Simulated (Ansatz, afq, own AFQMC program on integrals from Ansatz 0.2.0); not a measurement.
# AlGaH₂ (triplet): quantum Monte Carlo beside coupled cluster at scale of all distances = 0.876, cc-pVDZ

Aim: compute AlGaH₂ (triplet) with auxiliary-field quantum Monte Carlo on the same integrals as coupled cluster, and set the energies side by side.

Computed with Ansatz 0.2.0, Gaussian basis, and an in-house AFQMC program (afq) on its integrals; all values are calculated. Level: cc-pVDZ, frozen cores.

To be run: PBE (unrestricted); r2SCAN (unrestricted); PBE0 (unrestricted); B3LYP (unrestricted); wB97M-V (unrestricted); B2PLYP (unrestricted); CCSD(T) on UHF; CCSDT(Q) on UHF; Phaseless AFQMC, CISD trial on UHF.

2 further runs of the same task are left out: 2 that didn't finish.

### Step 1. The geometry

The geometry derives from a PBE0/def2-TZVP stationary point (not a proven minimum). All distances are scaled together. No spin-orbit coupling is included. The filled d shell of Ga may be among the frozen orbitals whatever the setting's name suggests; the logs give the count.

4 atoms, charge 0, spin multiplicity 3.

Atoms are counted from 1 here; the program's logs count them from 0.

Bond lengths: Al1–Ga2 2.176 Å, Ga2–H3 1.372 Å, Ga2–H4 1.372 Å. Angles: Al1–Ga2–H3 116.1°, Al1–Ga2–H4 116.1°, H3–Ga2–H4 127.9°.

### Step 2. PBE (unrestricted)

File in.yaml:

```yaml
crystal:
  periodic: [false, false, false]
  atoms:
    - {symbol: Al, position_ang: [0.000000, 0.000000, 1.593442]}
    - {symbol: Ga, position_ang: [0.000000, 0.000000, -0.582370]}
    - {symbol: H, position_ang: [0.000000, 1.232755, -1.185058]}
    - {symbol: H, position_ang: [0.000000, -1.232755, -1.185058]}
basis:
  gaussian: {orbitals: cc-pVDZ}
magnetization: {spin_polarized: true, initial_magnetization: 2}
hamiltonian: {xc: {name: PBE}}
output: {orbitals: {seedname: orbitals}}
```

Started as:

```bash
$ ansatz run in.yaml --threads 1 --pin off --events-out ev --progress --plain --max-ram 1382MiB
```

Output:

```text
Functional definition: PBE
  name "PBE"
  cite "Perdew, Burke & Ernzerhof, Phys. Rev. Lett. 77, 3865 (1996) doi:10.1103/PhysRevLett.77.3865"
  parent pbe
  parameter kappa = 0.804
  parameter beta = 0.06672455060314922
  exchange = pbe_x(kappa = kappa, mu = beta*pi^2/3)
  correlation = pbe_c(beta = beta)
590 factors; integrals over basis functions are off by at most 6.2e-4 eV
mean field evaluation 1: about -58989.5169 eV, gradient 1.3e1 eV
mean field evaluation 2: about -58985.5697 eV, gradient 2.1e1 eV
mean field evaluation 4: about -58991.3231 eV, gradient 1.4e0 eV
mean field evaluation 8: about -58991.3365 eV, gradient 2.0e-2 eV
mean field evaluation 16: about -58989.7296 eV, gradient 4.3e0 eV
mean field -58991.33651468 eV, -2167.8916311505 hartree, gradient 3.3e-5 eV, S^2 2.002621; 3 other end points of the search recorded, 0 dependent functions left out
reference -58991.33655281 eV, -2167.8916325518 hartree; 24, 22 occupied and 31, 33 virtual orbitals, 590 factors
Total energy: -58991.33655281 eV, -2167.8916325518 hartree
```

Run time: 6 s. Hardware: 1 thread of Arm Neoverse N1, shared host.

From the report: ⟨S²⟩ of the determinant 2.003 (pure triplet: 2.00).

### Step 3. r2SCAN (unrestricted)

Changes to in.yaml since step 2:

```diff
@@ -10,3 +10,2 @@
 magnetization: {spin_polarized: true, initial_magnetization: 2}
-hamiltonian: {xc: {name: PBE}}
-output: {orbitals: {seedname: orbitals}}
+hamiltonian: {xc: {name: r2SCAN}}
```

The command is unchanged.

Output:

```text
Functional definition: r2SCAN
  name "r2SCAN"
  cite "Furness, Kaplan, Ning, Perdew & Sun, J. Phys. Chem. Lett. 11, 8208 (2020) doi:10.1021/acs.jpclett.0c02405"
  cite "Furness, Kaplan, Ning, Perdew & Sun, J. Phys. Chem. Lett. 11, 9248 (2020) doi:10.1021/acs.jpclett.0c03077"
  parent r2scan
  parameter k0 = 0.174
  parameter k1 = 0.065
  parameter a1 = 4.9479
  exchange = r2scan_x(k0 = k0, k1 = k1, a1 = a1)
  correlation = r2scan_c
590 factors; integrals over basis functions are off by at most 6.2e-4 eV
mean field evaluation 1: about -59000.6027 eV, gradient 1.1e1 eV
mean field evaluation 2: about -58998.6875 eV, gradient 1.6e1 eV
mean field evaluation 4: about -59002.1087 eV, gradient 8.7e-1 eV
mean field evaluation 8: about -59002.1110 eV, gradient 1.7e-2 eV
mean field evaluation 16: about -59000.7921 eV, gradient 2.6e-1 eV
mean field -59002.11097158 eV, -2168.2875851383 hartree, gradient 7.0e-5 eV, S^2 2.006473; 3 other end points of the search recorded, 0 dependent functions left out
reference -59002.11098649 eV, -2168.2875856864 hartree; 24, 22 occupied and 31, 33 virtual orbitals, 590 factors
Total energy: -59002.11098649 eV, -2168.2875856864 hartree
```

Run time: 15 s. Hardware: 1 thread of Arm Neoverse N1, shared host.

From the report: ⟨S²⟩ of the determinant 2.006 (pure triplet: 2.00).

### Step 4. PBE0 (unrestricted)

Changes to in.yaml since step 3:

```diff
@@ -10,2 +10,3 @@
 magnetization: {spin_polarized: true, initial_magnetization: 2}
-hamiltonian: {xc: {name: r2SCAN}}
+hamiltonian: {xc: {name: PBE0}}
+output: {orbitals: {seedname: orbitals}}
```

Same command.

Output:

```text
Functional definition: PBE0
  name "PBE0"
  cite "Adamo & Barone, J. Chem. Phys. 110, 6158 (1999) doi:10.1063/1.478522"
  cite "Perdew, Burke & Ernzerhof, Phys. Rev. Lett. 77, 3865 (1996) doi:10.1103/PhysRevLett.77.3865"
  parent pbe
  parameter a = 0.25
  parameter kappa = 0.804
  parameter beta = 0.06672455060314922
  exchange = (1 - a)*pbe_x(kappa = kappa, mu = beta*pi^2/3) + a*exact_x
  correlation = pbe_c(beta = beta)
590 factors; integrals over basis functions are off by at most 6.2e-4 eV
mean field evaluation 1: about -58992.1416 eV, gradient 9.1e0 eV
mean field evaluation 2: about -58992.2822 eV, gradient 8.2e0 eV
mean field evaluation 4: about -58993.1296 eV, gradient 3.8e-1 eV
mean field evaluation 8: about -58993.1527 eV, gradient 3.3e-2 eV
mean field evaluation 16: about -58993.1528 eV, gradient 1.4e-4 eV
mean field -58993.15278786 eV, -2167.9583779586 hartree, gradient 2.4e-5 eV, S^2 2.004070; 1 other end points of the search recorded, 0 dependent functions left out
reference -58993.15281625 eV, -2167.9583790021 hartree; 24, 22 occupied and 31, 33 virtual orbitals, 590 factors
Total energy: -58993.15281625 eV, -2167.9583790021 hartree
```

It took 4.8 s on 1 thread of Arm Neoverse N1, shared host.

From the report: ⟨S²⟩ of the determinant 2.004 (pure triplet: 2.00).

### Step 5. B3LYP (unrestricted)

Changes to in.yaml since step 4:

```diff
@@ -10,3 +10,2 @@
 magnetization: {spin_polarized: true, initial_magnetization: 2}
-hamiltonian: {xc: {name: PBE0}}
-output: {orbitals: {seedname: orbitals}}
+hamiltonian: {xc: {name: B3LYP}}
```

Launched as before.

Output, shortened:

```text
Functional definition: B3LYP
  name "B3LYP"
  cite "Stephens, Devlin, Chabalowski & Frisch, J. Phys. Chem. 98, 11623 (1994) doi:10.1021/j100096a001"
  cite "Becke, Phys. Rev. A 38, 3098 (1988) doi:10.1103/PhysRevA.38.3098"
  cite "Lee, Yang & Parr, Phys. Rev. B 37, 785 (1988) doi:10.1103/PhysRevB.37.785"
  cite "Vosko, Wilk & Nusair, Can. J. Phys. 58, 1200 (1980) doi:10.1139/p80-159"
[...]
590 factors; integrals over basis functions are off by at most 6.2e-4 eV
[...]
mean field -59005.06562633 eV, -2168.3961666976 hartree, gradient 6.9e-5 eV, S^2 2.002836; 1 other end points of the search recorded, 0 dependent functions left out
reference -59005.06583945 eV, -2168.3961745297 hartree; 24, 22 occupied and 31, 33 virtual orbitals, 590 factors
Total energy: -59005.06583945 eV, -2168.3961745297 hartree
```

It took 4.6 s on 1 thread of Arm Neoverse N1, shared host.

From the report: ⟨S²⟩ of the determinant 2.003 (pure triplet: 2.00).

### Step 6. wB97M-V (unrestricted)

Changes to in.yaml since step 5:

```diff
@@ -10,2 +10,3 @@
 magnetization: {spin_polarized: true, initial_magnetization: 2}
-hamiltonian: {xc: {name: B3LYP}}
+hamiltonian: {xc: {name: wB97M-V}}
+output: {orbitals: {seedname: orbitals}}
```

The command is unchanged.

Output, shortened:

```text
Functional definition: wB97M-V
  name "wB97M-V"
  cite "Mardirossian & Head-Gordon, J. Chem. Phys. 144, 214110 (2016) doi:10.1063/1.4952647"
  cite "Becke, J. Chem. Phys. 107, 8554 (1997) doi:10.1063/1.475007"
  cite "Vydrov & Van Voorhis, J. Chem. Phys. 133, 244103 (2010) doi:10.1063/1.3521275"
  # Of w^i u^j: cxij and so on, Table III.
[...]
  gx(w, u) = 1 - cx + cx01*u + cx10*w
  gss(w, u) = css00 + css04*u^4 + css10*w + css20*w^2 + css43*w^4*u^3
  gos(w, u) = cos00 + cos10*w + (cos20 + cos21*u)*w^2 + (cos60 + cos61*u)*w^6
[...]
      + integral(e_c_pw_mod_opposite_spin*gos(b97_w_opposite, b97_u_opposite)) + vv10(b, c)
590 factors; integrals over basis functions are off by at most 6.2e-4 eV
186 factors; integrals over basis functions are off by at most 1.4e-5 eV
[...]
mean field -58999.58092232 eV, -2168.1946075429 hartree, gradient 4.2e-5 eV, S^2 2.002697; 1 other end points of the search recorded, 0 dependent functions left out
reference -58999.58096113 eV, -2168.1946089691 hartree; 24, 22 occupied and 31, 33 virtual orbitals, 590 factors
Total energy: -58999.58096113 eV, -2168.1946089691 hartree
```

Wall time 23 s (1 thread of Arm Neoverse N1, shared host); peak memory 0.25 GiB.

From the report: ⟨S²⟩ of the determinant 2.003 (pure triplet: 2.00).

### Step 7. B2PLYP (unrestricted)

Changes to in.yaml since step 6:

```diff
@@ -10,3 +10,3 @@
 magnetization: {spin_polarized: true, initial_magnetization: 2}
-hamiltonian: {xc: {name: wB97M-V}}
-output: {orbitals: {seedname: orbitals}}
+hamiltonian: {xc: {name: B2PLYP}}
+correlation: {electrons: outside_noble_gas}
```

The command is unchanged.

Output, shortened:

```text
Functional definition: B2PLYP
  name "B2PLYP"
  cite "Grimme, J. Chem. Phys. 124, 034108 (2006) doi:10.1063/1.2148954"
  cite "Becke, Phys. Rev. A 38, 3098 (1988) doi:10.1103/PhysRevA.38.3098"
  cite "Lee, Yang & Parr, Phys. Rev. B 37, 785 (1988) doi:10.1103/PhysRevB.37.785"
[...]
590 factors; integrals over basis functions are off by at most 6.2e-4 eV
[...]
mean field -58987.26851100 eV, -2167.7421347726 hartree, gradient 6.0e-7 eV, S^2 2.005927; 2 other end points of the search recorded, 0 dependent functions left out
19 core orbitals not correlated: weight in the atoms' cores, before any rotation towards them, 0.994 or more for the frozen orbitals, at most 0.004 for the correlated occupied ones
reference -58987.26864424 eV, -2167.7421396692 hartree; 5, 3 occupied and 31, 33 virtual orbitals, 590 factors
second order -3.47428301 eV of doubles, -0.00000000 eV of singles
Total energy: -58988.20670066 eV, -2167.7766126065 hartree
```

Wall time 5.5 s (1 thread of Arm Neoverse N1, shared host).

From the report: ⟨S²⟩ of the determinant 2.006 (pure triplet: 2.00).

### Step 8. CCSD(T) on UHF

Changes to in.yaml since step 7:

```diff
@@ -10,3 +10,2 @@
 magnetization: {spin_polarized: true, initial_magnetization: 2}
-hamiltonian: {xc: {name: B2PLYP}}
-correlation: {electrons: outside_noble_gas}
+correlation: {method: ccsd_t, electrons: outside_noble_gas, hamiltonian_folder: ham}
```

Same command.

Output, shortened:

```text
Functional definition: HF
  name "HF"
  cite "Fock, Z. Phys. 61, 126 (1930) doi:10.1007/BF01340294"
  parent pbe
[...]
590 factors; integrals over basis functions are off by at most 6.2e-4 eV
[...]
mean field -58944.82472357 eV, -2166.1823543538 hartree, gradient 1.5e-6 eV, S^2 2.011102; 7 other end points of the search recorded, 0 dependent functions left out
determinant -58944.82472357 eV, -2166.1823543538 hartree, with singles and doubles -58948.31596452 eV, -2166.3106550924 hartree
determinant -58943.84512896 eV, -2166.1463549162 hartree, with singles and doubles -58947.16379138 eV, -2166.2683135106 hartree
determinant -58943.02500774 eV, -2166.1162160171 hartree, with singles and doubles -58946.56979906 eV, -2166.2464846953 hartree
determinant -58941.39296896 eV, -2166.0562396981 hartree, with singles and doubles -58945.13923769 eV, -2166.1939125346 hartree
19 core orbitals not correlated: weight in the atoms' cores, before any rotation towards them, 0.997 or more for the frozen orbitals, at most 0.003 for the correlated occupied ones
reference -58944.82472357 eV, -2166.1823543538 hartree; 5, 3 occupied and 31, 33 virtual orbitals, 590 factors
second order -2.67194134 eV of doubles, -0.00000000 eV of singles
cycle   1  -3.49134502 eV  change   -1.0e-4 eV  update   9.2e-4
[...]
cycle   7  -3.49149192 eV  change   -6.4e-6 eV  update   4.2e-6
perturbative correction -0.09816884 eV, -0.0036076382 hartree
Total energy: -58948.41438433 eV, -2166.3142719537 hartree
```

Run time: 8 s. Hardware: 1 thread of Arm Neoverse N1, shared host.

From the report: ⟨S²⟩ of the determinant 2.011 (pure triplet: 2.00); correlation -3.5897 eV; T1 0.024; largest double amplitude 0.07.

This run also writes the integrals to the folder ham.

### Step 9. CCSDT(Q) on UHF

Changes to in.yaml since step 8:

```diff
@@ -10,2 +10,2 @@
 magnetization: {spin_polarized: true, initial_magnetization: 2}
-correlation: {method: ccsd_t, electrons: outside_noble_gas, hamiltonian_folder: ham}
+correlation: {method: ccsdt_q, electrons: outside_noble_gas}
```

Launched as before.

Output, shortened:

```text
Functional definition: HF
  name "HF"
  cite "Fock, Z. Phys. 61, 126 (1930) doi:10.1007/BF01340294"
  parent pbe
[...]
1071 factors; integrals over basis functions are off by at most 1.9e-7 eV
[...]
mean field -58944.82491712 eV, -2166.1823614667 hartree, gradient 1.7e-6 eV, S^2 2.011102; 7 other end points of the search recorded, 0 dependent functions left out
determinant -58944.82491712 eV, -2166.1823614667 hartree, with singles and doubles -58948.31618878 eV, -2166.3106633337 hartree
determinant -58943.84531687 eV, -2166.1463618216 hartree, with singles and doubles -58947.16401385 eV, -2166.2683216862 hartree
determinant -58943.02520830 eV, -2166.1162233875 hartree, with singles and doubles -58946.57002909 eV, -2166.2464931490 hartree
determinant -58941.39314614 eV, -2166.0562462095 hartree, with singles and doubles -58945.13944905 eV, -2166.1939203019 hartree
19 core orbitals not correlated: weight in the atoms' cores, before any rotation towards them, 0.997 or more for the frozen orbitals, at most 0.003 for the correlated occupied ones
reference -58944.82491712 eV, -2166.1823614667 hartree; 5, 3 occupied and 31, 33 virtual orbitals, 1071 factors
second order -2.67198552 eV of doubles, -0.00000000 eV of singles
cycle   1  -3.23977496 eV  change   -5.7e-1 eV  update   7.5e-2
[...]
cycle  16  -3.61991030 eV  change    3.1e-7 eV  update   3.0e-7
perturbative correction -0.00452204 eV, -0.0001661820 hartree
Total energy: -58948.44934946 eV, -2166.3155568984 hartree
```

It took 24 s on 1 thread of Arm Neoverse N1, shared host.

From the report: ⟨S²⟩ of the determinant 2.011 (pure triplet: 2.00); correlation -3.6244 eV; T1 0.027; largest double amplitude 0.09.

### Step 10. Phaseless AFQMC, CISD trial on UHF

It reads the integrals that the CCSD(T) run on this determinant wrote.

Started as:

```bash
$ afq ham --method phaseless --trial cisd --walkers 60 --populations 1 --least-time 40 --time-step 0.005 --steps-per-block 50 --equilibration-blocks 28 --max-blocks 300 --target-error 0.00034 --factor-cut 1e-05 --start spin_pure --seed 4685 --release-times 0.24,0.51,0.99,1.62,2.4 --release-step 0.03 --release-every 4 --taylor-order 6
```

Output:

```text
orbitals 36  electrons 5 3  factors 294 of 590
reference energy -2166.18235435 Eh
CCSD correlation -0.12830990 Eh in 12 cycles, weight of the determinant in the CISD state 0.8909
energy of the start -2166.310521 Eh
 block  time / (1/Eh)  mean weight  energy / Eh
     1     0.250  1.0007  -2166.309423
     2     0.500  0.9995  -2166.309723
     3     0.750  0.9989  -2166.310065
     4     1.000  0.9996  -2166.311495
     5     1.250  0.9993  -2166.311437
     6     1.500  1.0005  -2166.311099
     7     1.750  0.9997  -2166.311930
     8     2.000  1.0014  -2166.312106
     9     2.250  0.9999  -2166.313598
    10     2.500  1.0001  -2166.316792
    13     3.250  1.0010  -2166.316869
    17     4.250  0.9993  -2166.318328
    21     5.250  1.0006  -2166.316855
    25     6.250  0.9991  -2166.316722
    29     7.250  1.0001  -2166.318102
    33     8.250  0.9999  -2166.316976
    37     9.250  1.0017  -2166.314078
    41    10.250  0.9996  -2166.313457
    45    11.250  1.0008  -2166.314524
    49    12.250  0.9992  -2166.315062
    53    13.250  0.9991  -2166.314109
    57    14.250  0.9997  -2166.312804
    61    15.250  0.9989  -2166.315657
    65    16.250  0.9995  -2166.314315
    69    17.250  0.9993  -2166.314859
    73    18.250  0.9996  -2166.317711
    77    19.250  1.0012  -2166.320703
    81    20.250  1.0012  -2166.316098
    85    21.250  1.0013  -2166.318622
    89    22.250  1.0006  -2166.317549
    93    23.250  1.0019  -2166.316117
    97    24.250  0.9990  -2166.316164
   101    25.250  1.0007  -2166.312926
   105    26.250  1.0005  -2166.315084
   109    27.250  0.9994  -2166.315089
   113    28.250  1.0006  -2166.315946
   117    29.250  1.0012  -2166.314253
   121    30.250  0.9994  -2166.315600
   125    31.250  1.0006  -2166.315864
   129    32.250  1.0008  -2166.314801
   133    33.250  0.9992  -2166.315074
   137    34.250  1.0004  -2166.316189
   141    35.250  0.9990  -2166.313702
   145    36.250  1.0014  -2166.315792
   149    37.250  0.9997  -2166.316173
   153    38.250  1.0008  -2166.314208
   157    39.250  1.0017  -2166.315129
   161    40.250  0.9994  -2166.316333
   165    41.250  0.9993  -2166.316007
   169    42.250  0.9994  -2166.316845
   173    43.250  1.0001  -2166.314927
   177    44.250  0.9972  -2166.315948
   181    45.250  0.9998  -2166.315013
   185    46.250  0.9998  -2166.313812
blocks merged  error / Eh  count
     1  0.000142  160
     2  0.000183  80
     4  0.000235  40
     8  0.000275  20
    16  0.000312  10
released: time / (1/Eh)  energy / Eh  error  mean overlap
  0.24  -2166.315838  0.000264  0.9982
  0.51  -2166.315981  0.000246  0.9777
  0.99  -2166.315706  0.000272  0.9773
  1.62  -2166.315543  0.000229  0.9854
  2.40  -2166.315523  0.000299  0.9788
energy -2166.315763 +/- 0.000275 Eh
```

Run time: 5.7 min. Hardware: 1 thread of Arm Neoverse N1, shared host.

Energy -58948.4549 ± 0.0075 eV. Caveats: constraint bias not in the error.

### Step 11. All levels side by side

On the UHF determinant, counted from CCSDT(Q) (a yardstick, not exact):

```csv
level,energy (eV),from CCSDT(Q) (kcal/mol),statistical error (kcal/mol),time
HF,-58944.8247,+83.59,,
MP2,-58947.4967,+21.97,,
CCSD,-58948.3162,+3.07,,
CCSD(T),-58948.4144,+0.81,,
CCSDT(Q),-58948.4493,0.00,,
"Phaseless AFQMC, CISD trial, step 0.005, 60 walkers",-58948.4549,-0.13,0.17,5.7 min
```

The functionals' totals stand on their own zeros and serve differences with other points: PBE -58991.337 eV; r2SCAN -59002.111 eV; PBE0 -58993.153 eV; B3LYP -59005.066 eV; wB97M-V -58999.581 eV; B2PLYP -58988.207 eV.

### Step 12. What came out

```
                                        quantity                  value
                    CCSD(T) on UHF from CCSDT(Q)         +0.81 kcal/mol
Phaseless AFQMC, CISD trial on UHF from CCSDT(Q)  -0.13 ± 0.17 kcal/mol
```

What this shows: On UHF the phaseless walk with the CISD trial lies -0.13 kcal/mol from CCSDT(Q), within three error bars. Error bars are statistical and leave out the constraint, the time step and what remains of the start.
